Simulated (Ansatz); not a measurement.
# GaBGeH (doublet): from Hartree-Fock to the top rungs at a displaced geometry (v1), cc-pVDZ

An exercise on one series of results from a longer session: the logs are not shown, and one member is left open.

Method: cc-pVDZ, core rule «outside noble gas», up to 29 orbitals frozen; program: Ansatz 0.2.0, Gaussian basis.

To be run: UHF; CCSD(T) on ROHF; CCSD(T) on UHF; BCCD(T) on ROHF; CISD as a restricted active space (open shells left free, so some higher excitations enter); CCSDT(Q) on ROHF; CCSDT(Q) on UHF; CASSCF and MRCISD+Q, 9 electrons in 9 orbitals; CASSCF and NEVPT2, 9 electrons in 9 orbitals.

28 further runs of the same task are left out: 4 for a known fault of the program, 8 that didn't finish, 16 set aside as unsound or not needed. Runs told in other sessions of the task aren't counted.

## The system

The geometry is a PBE0/def2-TZVP stationary point (not a proven minimum) with its atoms shifted at random (size 0.040 Å). No spin-orbit coupling is included. The filled d shell of Ge, Ga may be among the frozen orbitals whatever the setting's name suggests.

4 atoms, charge 0, spin multiplicity 2.

Atoms are counted from 1 here; the program's logs count them from 0.

Bond lengths: B1–Ge2 1.874 Å, B1–Ga3 2.058 Å, Ge2–Ga3 2.574 Å, Ga3–H4 1.505 Å. Angles: Ge2–B1–Ga3 81.6°, B1–Ge2–Ga3 52.3°, B1–Ga3–Ge2 46.1°, B1–Ga3–H4 157.5°, Ge2–Ga3–H4 155.3°.

Coordinates:

```
B    -0.02056   -1.38227    0.12671
Ge   -0.02139    0.10298    1.26991
Ga    0.02657    0.09680   -1.30401
H    -0.07620    0.70857   -2.67573
```

The first run:

Contents of in.yaml:

```yaml
crystal:
  periodic: [false, false, false]
  atoms:
    - {symbol: B, position_ang: [-0.020557, -1.382269, 0.126709]}
    - {symbol: Ge, position_ang: [-0.021390, 0.102978, 1.269914]}
    - {symbol: Ga, position_ang: [0.026574, 0.096801, -1.304009]}
    - {symbol: H, position_ang: [-0.076203, 0.708565, -2.675727]}
basis:
  gaussian: {orbitals: cc-pVDZ}
magnetization: {spin_polarized: true, initial_magnetization: 1}
hamiltonian: {xc: hf}
output: {orbitals: {seedname: orbitals}}
```

Run with:

```sh
> ansatz run in.yaml --threads 1 --pin off --events-out ev --progress --plain --max-ram 2393MiB
```

Among the steps run: UHF; CCSD(T) on ROHF; CCSD(T) on UHF; BCCD(T) on ROHF; CISD as a restricted active space (open shells left free, so some higher excitations enter); CCSDT(Q) on ROHF; CCSDT(Q) on UHF; CASSCF and MRCISD+Q, 9 electrons in 9 orbitals; CASSCF and NEVPT2, 9 electrons in 9 orbitals.

One of the session's tables, all rows but one given; the rest of the session is left out.

```
           method  from RCCSDT(Q) (kcal/mol)
             ROHF                          ?
              UHF                    +161.49
             RMP2                     +28.29
             UMP2                     +33.47
            RCCSD                     +12.58
            UCCSD                     +12.59
         RCCSD(T)                      +1.92
         UCCSD(T)                      +2.42
          BCCD(T)                      +1.72
           RCCSDT                      +1.05
           UCCSDT                      +1.03
        RCCSDT(Q)                          0
        UCCSDT(Q)                      -0.13
  CASSCF frontier                    +107.55
  NEVPT2 frontier                     +26.64
  MRCISD frontier                     +11.71
MRCISD+Q frontier                      +1.37
```

Estimate the missing values for ROHF.

As computed: from RCCSDT(Q) (kcal/mol): +167.34. In the column «from RCCSDT(Q) (kcal/mol)» it is the highest.

Not comparable, so not listed: CISD as a restricted active space (open shells left free, so some higher excitations enter) (they don't share determinant, frozen orbitals or solution with the rows shown, or repeat one).

To keep in mind: Warnings: spin contamination; large T1 diagnostic. Restricted and unrestricted rows rest on different reference determinants; a gap between their highest levels can come from leftover correlation error, from unlike frozen cores or from another state.
